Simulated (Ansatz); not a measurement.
# TiRe: the cost of one run

Program: Ansatz 0.2.0. Level of theory: DFT r2SCAN, scalar-relativistic, plane waves, PAW. These are calculated values, not measurements.

### 1 The starting structure

Symmetry: Pm-3m, No. 221, cubic system. Conventional cell: a = 3.118 Å, b = 3.118 Å, c = 3.118 Å, α = 90.00°, β = 90.00°, γ = 90.00°. Ti (site symmetry m-3m) has 8 Re at 2.70 Å in its first shell of neighbours. Around Re (site symmetry m-3m) lie 8 Ti at 2.70 Å.

Coordinates:

```
CELL_PARAMETERS angstrom
3.11800 0.00000 0.00000
0.00000 3.11800 0.00000
0.00000 0.00000 3.11800
ATOMIC_POSITIONS crystal
Ti 0.50000 0.50000 0.50000
Re 0.00000 0.00000 0.00000
```

No relaxation comes first: the listed cell is the starting point.

### 2 The reference cell

Reference values: F = -13386.0587 eV; pressure -3.24 GPa; largest force 0.000 eV/Å; gap on the mesh none (metal). It was computed beforehand with the settings of the runs below.

### 3 Setting up energy and stress against strain

The cell is strained by ε times the Voigt pattern (1, -1, 0, 0, 0, 0) (xx, yy, zz, yz, xz, xy; engineering shear), with fractional coordinates fixed (clamped ions). The stress on the pattern is the sum of the stress components weighted by it, tension positive.

### 4 ε = -0.0400

Input file input.yaml:

```yaml
crystal:
  lattice:
    - [2.99328, 0.0, 0.0]
    - [0.0, 3.24272, 0.0]
    - [0.0, 0.0, 3.118]
  atoms:
    - { symbol: Ti, position: [0.5, 0.5, 0.5] }
    - { symbol: Re, position: [0.0, 0.0, 0.0] }
basis:
  ecutwfc: 500
kpoints:
  mp_grid: { grid: [16, 16, 16] }
hamiltonian:
  xc: r2scan
scf:
  occupations: { method: gaussian, width: 0.15 }
output:
  forces: true
  stress: true
  eigenvalues: true
```

On the command line:

```
$ ansatz run input.yaml --threads 1 --pin off --max-ram 2560MiB --backend cpu --events-out ev --progress --plain --runs-dir out
```

Q: Estimate wall time and peak memory on 1 thread of Arm Neoverse V1, shared host.

About 58 s, with a peak of 0.72 GiB.
